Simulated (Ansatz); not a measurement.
# CH8GeSSi: rotation by 120° about the C3–Ge4 bond

Wanted: the energy profile along the rotation by 120° about the C3–Ge4 bond, from relaxed end points and a band of images. SMILES of the start: [SiH3]S[CH2][GeH3].

Method: RKS PBE-D4/def2-SVP, in Ansatz 0.2.0.

## 1. The starting structure

Bond lengths: Si1–S2 2.133 Å, S2–C3 1.790 Å, C3–Ge4 1.929 Å, Si1–H5 1.530 Å, Si1–H6 1.438 Å, Si1–H7 1.478 Å, C3–H8 1.156 Å, C3–H9 1.177 Å, Ge4–H10 1.555 Å, Ge4–H11 1.479 Å, Ge4–H12 1.598 Å. Angles (14 of 19 angles, heavy atoms first): Si1–S2–C3 92.8°, S2–C3–Ge4 112.6°, S2–Si1–H5 107.4°, S2–Si1–H6 112.7°, S2–Si1–H7 111.3°, S2–C3–H8 112.6°, S2–C3–H9 110.1°, Ge4–C3–H8 107.2°, Ge4–C3–H9 107.6°, C3–Ge4–H10 108.0°, C3–Ge4–H11 113.9°, C3–Ge4–H12 107.0°, H5–Si1–H6 107.8°, H5–Si1–H7 106.6°.

Structure file:

```xyz
12

Si   -0.5707    2.2854    0.4206
S    -1.2908    0.3463   -0.1020
C     0.3475   -0.3732   -0.0430
Ge    0.3435   -2.2593   -0.4491
H    -1.7712    3.2335    0.4280
H     0.0272    2.3225    1.7281
H     0.3689    2.8023   -0.5961
H     1.0818    0.1325   -0.7790
H     0.8091   -0.2408    1.0320
H    -0.3153   -2.4491   -1.8451
H     1.6772   -2.8927   -0.3648
H    -0.6302   -2.9626    0.6043
```

## 2. Relaxing end A

Input file input.yaml:

```yaml
crystal:
  periodic: [false, false, false]
  atoms:
    - { symbol: Si, position_ang: [-0.5707, 2.2854, 0.4206] }
    - { symbol: S, position_ang: [-1.2908, 0.3463, -0.102] }
    - { symbol: C, position_ang: [0.3475, -0.3732, -0.043] }
    - { symbol: Ge, position_ang: [0.3435, -2.2593, -0.4491] }
    - { symbol: H, position_ang: [-1.7712, 3.2335, 0.428] }
    - { symbol: H, position_ang: [0.0272, 2.3225, 1.7281] }
    - { symbol: H, position_ang: [0.3689, 2.8023, -0.5961] }
    - { symbol: H, position_ang: [1.0818, 0.1325, -0.779] }
    - { symbol: H, position_ang: [0.8091, -0.2408, 1.032] }
    - { symbol: H, position_ang: [-0.3153, -2.4491, -1.8451] }
    - { symbol: H, position_ang: [1.6772, -2.8927, -0.3648] }
    - { symbol: H, position_ang: [-0.6302, -2.9626, 0.6043] }
basis:
  gaussian: { orbitals: def2-SVP }
hamiltonian:
  xc: pbe
  dispersion: d4
relax:
  f_tol: 0.015
  max_steps: 40
```

Command:

```
> ansatz run input.yaml --threads 2 --pin off --max-ram 3072MiB --backend cpu --events-out ev --progress --plain --runs-dir out
```

Standard output, cut to the lines that bear on the results:

```text
Warning: RAYON_NUM_THREADS=2 ignored (pool sized by the plan → 2); use --threads N
[...]
Functional definition: PBE
[...]
1374 factors; their error is unknown
[...]
mean field -76365.31256197 eV, -2806.3734743844 hartree, gradient 3.4e-5 eV, S^2 0.000000; 0 other end points of the search recorded, 0 dependent functions left out
[...]
reference -76365.31260458 eV, -2806.3734759502 hartree; 38, 38 occupied and 84, 84 virtual orbitals, 1374 factors
relax step   1: F+E_penalty+E_count = -76365.61097553 eV  Δ(F+E_penalty+E_count) = +0.000e0 eV  max|allowed force component| = 2.436e0 eV/Å  Δτ_max = 0.0000 Å  (26 SCF iters, accepted)
[...]
relax step   7: F+E_penalty+E_count = -76365.93551883 eV  Δ(F+E_penalty+E_count) = -1.383e-3 eV  max|allowed force component| = 2.275e-2 eV/Å  Δτ_max = 0.0176 Å  (29 SCF iters, accepted)
[...]
relax step   8: F+E_penalty+E_count = -76365.93563782 eV  Δ(F+E_penalty+E_count) = -1.190e-4 eV  max|allowed force component| = 3.667e-3 eV/Å  Δτ_max = 0.0075 Å  (22 SCF iters, accepted)
1374 factors; their error is unknown
mean field -76365.64549889 eV, -2806.3857095906 hartree, gradient 1.8e-5 eV, S^2 0.000000; 1 other end points of the search recorded, 0 dependent functions left out
[...]
reference -76365.64554246 eV, -2806.3857111916 hartree; 38, 38 occupied and 84, 84 virtual orbitals, 1374 factors
Total energy: -76365.93568138 eV, -2806.3963736004 hartree
Atom 0 at    -0.629297     2.406584     0.420662 Å, force    -0.000128     0.000509    -0.000001 eV/Å
Atom 1 at    -1.204485     0.393537    -0.088442 Å, force    -0.000684     0.000667     0.000270 eV/Å
Atom 2 at     0.449411    -0.410897    -0.024012 Å, force     0.002354    -0.003668    -0.000456 eV/Å
Atom 3 at     0.268988    -2.338979    -0.448784 Å, force    -0.002011     0.000475    -0.000246 eV/Å
Atom 4 at    -1.891935     3.219936     0.413363 Å, force    -0.000889     0.000677     0.000111 eV/Å
Atom 5 at     0.013796     2.464150     1.782527 Å, force    -0.000665     0.000848     0.000222 eV/Å
Atom 6 at     0.350315     2.965527    -0.579084 Å, force    -0.000726     0.000778    -0.000163 eV/Å
Atom 7 at     1.138865     0.052433    -0.759699 Å, force     0.001729    -0.000347     0.000266 eV/Å
Atom 8 at     0.894607    -0.310241     0.987405 Å, force     0.001582    -0.000303     0.000061 eV/Å
Atom 9 at    -0.327621    -2.498031    -1.869021 Å, force    -0.000285    -0.000252    -0.000533 eV/Å
Atom 10 at     1.676679    -2.990421    -0.392565 Å, force     0.000174     0.000975     0.000345 eV/Å
Atom 11 at    -0.662324    -3.008797     0.591551 Å, force    -0.000450    -0.000359     0.000124 eV/Å
Dipole moment:     0.274423     0.028440     0.044872 e Å
```

Wall time 23 s (2 threads of Arm Neoverse V1, shared host); peak memory 0.17 GiB.

Relaxation path:

```csv
step,energy from step 1 (eV),largest force component (eV/Å)
1,0.0000,2.4364
2,-0.2704,1.0974
3x,-0.0520,1.9722
4,-0.3195,0.2113
5,-0.3225,0.0856
6,-0.3232,0.0685
7,-0.3245,0.0227
8,-0.3247,0.0037
```

Step 1 is the start. 1 step was tried and not accepted (marked x).

After: Bond lengths: Si1–S2 2.155 Å, S2–C3 1.840 Å, C3–Ge4 1.983 Å, Si1–H5 1.502 Å, Si1–H6 1.507 Å, Si1–H7 1.507 Å, C3–H8 1.110 Å, C3–H9 1.110 Å, Ge4–H10 1.549 Å, Ge4–H11 1.552 Å, Ge4–H12 1.549 Å. Angles (14 of 19 angles, heavy atoms first): Si1–S2–C3 99.2°, S2–C3–Ge4 109.6°, S2–Si1–H5 106.3°, S2–Si1–H6 111.3°, S2–Si1–H7 111.3°, S2–C3–H8 110.7°, S2–C3–H9 110.7°, Ge4–C3–H8 108.7°, Ge4–C3–H9 108.7°, C3–Ge4–H10 109.4°, C3–Ge4–H11 108.5°, C3–Ge4–H12 109.4°, H5–Si1–H6 110.0°, H5–Si1–H7 110.0°.

## 3. Relaxing end B

The second end starts from a geometry with the move made by hand.

Changes to input.yaml since step 2:

```diff
@@ -12,5 +12,5 @@
     - { symbol: H, position_ang: [0.8091, -0.2408, 1.032] }
-    - { symbol: H, position_ang: [-0.3153, -2.4491, -1.8451] }
-    - { symbol: H, position_ang: [1.6772, -2.8927, -0.3648] }
-    - { symbol: H, position_ang: [-0.6302, -2.9626, 0.6043] }
+    - { symbol: H, position_ang: [1.81869, -2.75179, -0.4603] }
+    - { symbol: H, position_ang: [-0.51204, -3.06349, 0.45] }
+    - { symbol: H, position_ang: [-0.19114, -2.41429, -1.9466] }
 basis:
```

Command:

```
> ansatz run input.yaml --threads 2 --pin off --max-ram 3072MiB --backend cpu --events-out ev --progress --plain --runs-dir out
```

Standard output, cut to the lines that bear on the results:

```text
Warning: RAYON_NUM_THREADS=2 ignored (pool sized by the plan → 2); use --threads N
[...]
[... 1 set-up line as earlier in the session ...]
[...]
1374 factors; their error is unknown
[...]
mean field -76365.32049341 eV, -2806.3737658595 hartree, gradient 4.9e-5 eV, S^2 0.000000; 0 other end points of the search recorded, 0 dependent functions left out
[...]
reference -76365.32053626 eV, -2806.3737674342 hartree; 38, 38 occupied and 84, 84 virtual orbitals, 1374 factors
relax step   1: F+E_penalty+E_count = -76365.61836911 eV  Δ(F+E_penalty+E_count) = +0.000e0 eV  max|allowed force component| = 2.195e0 eV/Å  Δτ_max = 0.0000 Å  (26 SCF iters, accepted)
[...]
relax step   6: F+E_penalty+E_count = -76365.93512608 eV  Δ(F+E_penalty+E_count) = -2.209e-3 eV  max|allowed force component| = 7.363e-2 eV/Å  Δτ_max = 0.0336 Å  (28 SCF iters, accepted)
[...]
Atom 2 at     0.486650    -0.401602    -0.038296 Å, force     0.008837    -0.003936     0.000348 eV/Å
Atom 3 at     0.347092    -2.319162    -0.523852 Å, force    -0.001939     0.013454     0.002650 eV/Å
Atom 4 at    -1.920868     3.186071     0.415785 Å, force    -0.001654    -0.002431    -0.000318 eV/Å
Atom 5 at    -0.005220     2.463151     1.787277 Å, force    -0.000711    -0.002232    -0.000643 eV/Å
Atom 6 at     0.327470     2.975836    -0.572334 Å, force    -0.000517    -0.001018     0.000023 eV/Å
Atom 7 at     1.174779     0.095185    -0.753291 Å, force    -0.002438    -0.000770    -0.000572 eV/Å
Atom 8 at     0.921295    -0.322814     0.979677 Å, force    -0.001552     0.000255    -0.000918 eV/Å
Atom 9 at     1.766067    -2.944843    -0.466898 Å, force     0.003532    -0.002768     0.000423 eV/Å
Atom 10 at    -0.585319    -3.037524     0.482234 Å, force    -0.002977    -0.002176     0.002058 eV/Å
Atom 11 at    -0.226593    -2.444892    -1.956538 Å, force    -0.001524    -0.001479    -0.003338 eV/Å
Dipole moment:     0.273887     0.031134     0.045057 e Å
```

Wall time 21 s (2 threads of Arm Neoverse V1, shared host); peak memory 0.17 GiB.

Relaxation path:

```csv
step,energy from step 1 (eV),largest force component (eV/Å)
1,0.0000,2.1945
2,-0.2498,1.1024
3,-0.2806,0.5379
4,-0.3079,0.1943
5,-0.3145,0.0629
6,-0.3168,0.0736
7,-0.3172,0.0135
```

Step 1 is the start.

After: Bond lengths: Si1–S2 2.154 Å, S2–C3 1.840 Å, C3–Ge4 1.983 Å, Si1–H5 1.502 Å, Si1–H6 1.507 Å, Si1–H7 1.507 Å, C3–H8 1.110 Å, C3–H9 1.110 Å, Ge4–H10 1.552 Å, Ge4–H11 1.548 Å, Ge4–H12 1.548 Å. Angles (14 of 19 angles, heavy atoms first): Si1–S2–C3 99.3°, S2–C3–Ge4 109.7°, S2–Si1–H5 106.3°, S2–Si1–H6 111.4°, S2–Si1–H7 111.3°, S2–C3–H8 110.7°, S2–C3–H9 110.7°, Ge4–C3–H8 108.6°, Ge4–C3–H9 108.7°, C3–Ge4–H10 108.5°, C3–Ge4–H11 109.4°, C3–Ge4–H12 109.3°, H5–Si1–H6 110.0°, H5–Si1–H7 110.0°.

## 4. Nudged elastic band

crystal.atoms is end A as relaxed above, and neb.final_atoms is end B, turned to lie on A. With 5 inner images the band has 7 in all. The start path is listed, through a guess of the saddle.

Input file input.yaml:

```yaml
crystal:
  periodic: [false, false, false]
  atoms:
    - { symbol: Si, position_ang: [-0.629297, 2.406584, 0.420662] }
    - { symbol: S, position_ang: [-1.204485, 0.393537, -0.088442] }
    - { symbol: C, position_ang: [0.449411, -0.410897, -0.024012] }
    - { symbol: Ge, position_ang: [0.268988, -2.338979, -0.448784] }
    - { symbol: H, position_ang: [-1.891935, 3.219936, 0.413363] }
    - { symbol: H, position_ang: [0.013796, 2.46415, 1.782527] }
    - { symbol: H, position_ang: [0.350315, 2.965527, -0.579084] }
    - { symbol: H, position_ang: [1.138865, 0.052433, -0.759699] }
    - { symbol: H, position_ang: [0.894607, -0.310241, 0.987405] }
    - { symbol: H, position_ang: [-0.327621, -2.498031, -1.869021] }
    - { symbol: H, position_ang: [1.676679, -2.990421, -0.392565] }
    - { symbol: H, position_ang: [-0.662324, -3.008797, 0.591551] }
basis:
  gaussian: { orbitals: def2-SVP }
hamiltonian:
  xc: pbe
  dispersion: d4
neb:
  order_check: false
  images: 5
  f_tol: 0.05
  max_iterations: 60
  final_atoms:
    - { symbol: Si, position_ang: [-0.60325903, 2.37916949, 0.5900816] }
    - { symbol: S, position_ang: [-1.08077372, 0.27837967, 0.60970188] }
    - { symbol: C, position_ang: [0.4187759, -0.37675321, -0.23197293] }
    - { symbol: Ge, position_ang: [0.27360673, -2.34571967, -0.41737632] }
    - { symbol: H, position_ang: [-1.75656574, 3.07941811, 1.25008596] }
    - { symbol: H, position_ang: [0.67028601, 2.66148803, 1.34514326] }
    - { symbol: H, position_ang: [-0.42969181, 2.88729048, -0.81826948] }
    - { symbol: H, position_ang: [0.52592079, 0.0668681, -1.2435345] }
    - { symbol: H, position_ang: [1.33142532, -0.14058946, 0.35342487] }
    - { symbol: H, position_ang: [1.55024252, -2.8675833, -1.12876225] }
    - { symbol: H, position_ang: [0.15475148, -2.98679516, 0.98709473] }
    - { symbol: H, position_ang: [-0.97771946, -2.69037208, -1.26171581] }
  initial_path:
    images:
      - { positions_ang: [[-0.629297, 2.406584, 0.420662], [-1.204485, 0.393537, -0.088442], [0.449411, -0.410897, -0.024012], [0.268988, -2.338979, -0.448784], [-1.891935, 3.219936, 0.413363], [0.013796, 2.46415, 1.782527], [0.350315, 2.965527, -0.579084], [1.138865, 0.052433, -0.759699], [0.894607, -0.310241, 0.987405], [-0.327621, -2.498031, -1.869021], [1.676679, -2.990421, -0.392565], [-0.662324, -3.008797, 0.591551]] }
      - { positions_ang: [[-0.60705222, 2.36125169, 0.45040701], [-1.22446286, 0.3490163, 0.06805664], [0.41260001, -0.39375485, -0.05585482], [0.29298632, -2.3153599, -0.43293515], [-1.84563315, 3.19573204, 0.5764649], [0.16167884, 2.45617844, 1.69152064], [0.20288011, 2.89740925, -0.65345597], [0.9990758, 0.07817025, -0.87164961], [0.97692626, -0.24690654, 0.89427569], [-0.00080715, -2.50944901, -1.87996412], [1.53480156, -2.99547766, -0.0945327], [-0.82599453, -2.93200901, 0.34156849]] }
      - { positions_ang: [[-0.58480743, 2.31591937, 0.48015203], [-1.24444073, 0.3044956, 0.22455528], [0.37578903, -0.37661269, -0.08769764], [0.31698464, -2.29174079, -0.41708629], [-1.7993313, 3.17152807, 0.73956679], [0.30956168, 2.44820687, 1.60051428], [0.05544522, 2.82929149, -0.72782795], [0.8592866, 0.1039075, -0.98360022], [1.05924552, -0.18357207, 0.80114637], [0.32600669, -2.52086702, -1.89090724], [1.39292413, -3.00053432, 0.2034996], [-0.98966506, -2.85522101, 0.09158599]] }
      - { positions_ang: [[-0.56256265, 2.27058706, 0.50989704], [-1.26441859, 0.2599749, 0.38105392], [0.33897804, -0.35947054, -0.11954046], [0.34098296, -2.26812169, -0.40123744], [-1.75302945, 3.14732411, 0.90266869], [0.45744451, 2.44023531, 1.50950793], [-0.09198966, 2.76117374, -0.80219992], [0.71949741, 0.12964475, -1.09555083], [1.14156478, -0.12023761, 0.70801706], [0.65282054, -2.53228503, -1.90185036], [1.25104669, -3.00559098, 0.5015319], [-1.15333559, -2.77843302, -0.15839652]] }
      - { positions_ang: [[-0.57612811, 2.3067812, 0.53662523], [-1.20320363, 0.26610982, 0.45726991], [0.36557733, -0.36523143, -0.15701795], [0.31852422, -2.29398768, -0.40661707], [-1.75420822, 3.12468877, 1.01847445], [0.52839168, 2.51398622, 1.4547197], [-0.20455705, 2.80321265, -0.80755644], [0.65497187, 0.1087192, -1.14487872], [1.20485163, -0.12702156, 0.58981966], [0.9519612, -2.64405112, -1.64415432], [0.88561496, -2.99932571, 0.66338617], [-1.09479688, -2.74907937, -0.52616962]] }
      - { positions_ang: [[-0.58969357, 2.34297534, 0.56335341], [-1.14198868, 0.27224475, 0.5334859], [0.39217662, -0.37099232, -0.19449544], [0.29606547, -2.31985367, -0.4119967], [-1.75538698, 3.10205344, 1.1342802], [0.59933885, 2.58773712, 1.39993148], [-0.31712443, 2.84525157, -0.81291296], [0.59044633, 0.08779365, -1.19420661], [1.26813847, -0.13380551, 0.47162227], [1.25110186, -2.75581721, -1.38645829], [0.52018322, -2.99306043, 0.82524045], [-1.03625817, -2.71972573, -0.89394271]] }
      - { positions_ang: [[-0.60325903, 2.37916949, 0.5900816], [-1.08077372, 0.27837967, 0.60970188], [0.4187759, -0.37675321, -0.23197293], [0.27360673, -2.34571967, -0.41737632], [-1.75656574, 3.07941811, 1.25008596], [0.67028601, 2.66148803, 1.34514326], [-0.42969181, 2.88729048, -0.81826948], [0.52592079, 0.0668681, -1.2435345], [1.33142532, -0.14058946, 0.35342487], [1.55024252, -2.8675833, -1.12876225], [0.15475148, -2.98679516, 0.98709473], [-0.97771946, -2.69037208, -1.26171581]] }
```

Command:

```
> ansatz run input.yaml --threads 2 --pin off --max-ram 3072MiB --backend cpu --events-out ev --progress --plain --runs-dir out
```

Standard output, cut to the lines that bear on the results:

```text
Warning: RAYON_NUM_THREADS=2 ignored (pool sized by the plan → 2); use --threads N
[...]
[... 1 set-up line as earlier in the session ...]
[...]
1374 factors; their error is unknown
[...]
mean field -76365.64549870 eV, -2806.3857095836 hartree, gradient 2.7e-5 eV, S^2 0.000000; 0 other end points of the search recorded, 0 dependent functions left out
[...]
reference -76365.64554224 eV, -2806.3857111838 hartree; 38, 38 occupied and 84, 84 virtual orbitals, 1374 factors
1374 factors; their error is unknown
[...]
mean field -76365.64560652 eV, -2806.3857135458 hartree, gradient 2.5e-5 eV, S^2 0.000000; 0 other end points of the search recorded, 0 dependent functions left out
[...]
reference -76365.64564977 eV, -2806.3857151353 hartree; 38, 38 occupied and 84, 84 virtual orbitals, 1374 factors
NEB end point (image 0): max|allowed force component| = 3.667e-3 eV/Å (the criterion of neb.relax_end_points is 1.000e-2)
[...]
Atom 2 at     0.443484    -0.382597    -0.147202 Å, force    -0.032864     0.011846     0.008678 eV/Å
Atom 3 at     0.277240    -2.346310    -0.438232 Å, force     0.001526     0.002152     0.001590 eV/Å
Atom 4 at    -1.868921     3.127688     0.947387 Å, force    -0.001529    -0.003621     0.000208 eV/Å
Atom 5 at     0.456397     2.586935     1.557959 Å, force     0.000890    -0.000716     0.001247 eV/Å
Atom 6 at    -0.126473     2.927574    -0.783955 Å, force     0.000953     0.000551    -0.000503 eV/Å
Atom 7 at     0.786009     0.090476    -1.089709 Å, force     0.011065     0.000324     0.000576 eV/Å
Atom 8 at     1.204626    -0.198180     0.637656 Å, force     0.009941     0.000483    -0.006427 eV/Å
Atom 9 at     0.660191    -2.682614    -1.903018 Å, force    -0.002177    -0.003568     0.001476 eV/Å
Atom 10 at     1.239047    -3.092497     0.522619 Å, force    -0.000956    -0.003396    -0.000691 eV/Å
Atom 11 at    -1.181205    -2.787976    -0.164528 Å, force     0.001506    -0.000310    -0.000746 eV/Å
Dipole moment:     0.265886     0.043167    -0.059584 e Å
this run last wrote the band of iteration 8 to <dir>
```

Wall time 1.8 min (2 threads of Arm Neoverse V1, shared host); peak memory 0.17 GiB.

## 5. Images and barrier

Images 0 and 6 are the ends. Energies count from image 0; the path length is the program's own measure over all atoms.

| image | path (Å) | energy (eV) | dihedral S2–C3–Ge4–H12 (°) | band force (eV/Å) |
| --- | --- | --- | --- | --- |
| 0 | 0.000 | 0.0000 | -60 | - |
| 1 | 0.729 | 0.0094 | -43 | 0.021 |
| 2 | 1.457 | 0.0347 | -22 | 0.011 |
| 3* | 2.186 | 0.0495 | 0 | 0.033 |
| 4 | 2.907 | 0.0351 | 22 | 0.018 |
| 5 | 3.629 | 0.0099 | 43 | 0.021 |
| 6 | 4.351 | 0.0000 | 60 | - |

The star marks the climbing image.

image, energy (eV) and a bar:
```
        0      0.000 
        1      0.009 ######
        2      0.035 #####################
        3      0.050 ##############################
        4      0.035 #####################
        5      0.010 ######
        6      0.000
```

The top of the band by iteration:

```csv
iteration,highest image above image 0 (eV),largest band force (eV/Å)
1,0.5590,2.618
2,0.1165,1.220
3,0.0954,0.705
4,0.0543,0.188
5,0.0524,0.115
6,0.0505,0.056
7,0.0499,0.060
8,0.0495,0.033
```

The band as a trajectory file:

```xyz
12
image=0 dE=0.0000
Si   -0.629    2.407    0.421
S    -1.204    0.394   -0.088
C     0.449   -0.411   -0.024
Ge    0.269   -2.339   -0.449
H    -1.892    3.220    0.413
H     0.014    2.464    1.783
H     0.350    2.966   -0.579
H     1.139    0.052   -0.760
H     0.895   -0.310    0.987
H    -0.328   -2.498   -1.869
H     1.677   -2.990   -0.393
H    -0.662   -3.009    0.592
12
image=1 dE=0.0094
Si   -0.633    2.405    0.429
S    -1.216    0.363    0.064
C     0.453   -0.412   -0.019
Ge    0.270   -2.338   -0.456
H    -1.905    3.179    0.622
H     0.226    2.506    1.664
H     0.147    2.978   -0.726
H     1.071    0.071   -0.803
H     0.975   -0.309    0.955
H    -0.011   -2.504   -1.970
H     1.596   -3.057   -0.091
H    -0.897   -2.938    0.365
12
image=2 dE=0.0347
Si   -0.636    2.398    0.472
S    -1.212    0.338    0.209
C     0.453   -0.397   -0.071
Ge    0.273   -2.342   -0.450
H    -1.894    3.152    0.797
H     0.357    2.543    1.597
H    -0.005    2.961   -0.775
H     0.952    0.086   -0.935
H     1.091   -0.260    0.826
H     0.332   -2.584   -1.979
H     1.442   -3.100    0.233
H    -1.077   -2.851    0.110
12
image=3 dE=0.0495
Si   -0.629    2.389    0.531
S    -1.184    0.313    0.364
C     0.443   -0.383   -0.147
Ge    0.277   -2.346   -0.438
H    -1.869    3.128    0.947
H     0.456    2.587    1.558
H    -0.126    2.928   -0.784
H     0.786    0.090   -1.090
H     1.205   -0.198    0.638
H     0.660   -2.683   -1.903
H     1.239   -3.092    0.523
H    -1.181   -2.788   -0.165
12
image=4 dE=0.0351
Si   -0.616    2.382    0.573
S    -1.155    0.299    0.454
C     0.426   -0.374   -0.210
Ge    0.281   -2.346   -0.423
H    -1.848    3.113    1.024
H     0.506    2.614    1.551
H    -0.172    2.900   -0.771
H     0.653    0.080   -1.196
H     1.264   -0.153    0.482
H     1.021   -2.769   -1.719
H     0.932   -3.057    0.790
H    -1.213   -2.743   -0.521
12
image=5 dE=0.0099
Si   -0.604    2.378    0.596
S    -1.121    0.287    0.527
C     0.413   -0.373   -0.248
Ge    0.279   -2.346   -0.413
H    -1.816    3.096    1.117
H     0.572    2.634    1.503
H    -0.251    2.887   -0.778
H     0.555    0.064   -1.257
H     1.301   -0.129    0.371
H     1.338   -2.829   -1.441
H     0.552   -3.005    0.962
H    -1.141   -2.720   -0.904
12
image=6 dE=0.0000
Si   -0.603    2.379    0.590
S    -1.081    0.278    0.610
C     0.419   -0.377   -0.232
Ge    0.274   -2.346   -0.417
H    -1.757    3.079    1.250
H     0.670    2.661    1.345
H    -0.430    2.887   -0.818
H     0.526    0.067   -1.244
H     1.331   -0.141    0.353
H     1.550   -2.868   -1.129
H     0.155   -2.987    0.987
H    -0.978   -2.690   -1.262
```

[end of part 1 of 2]
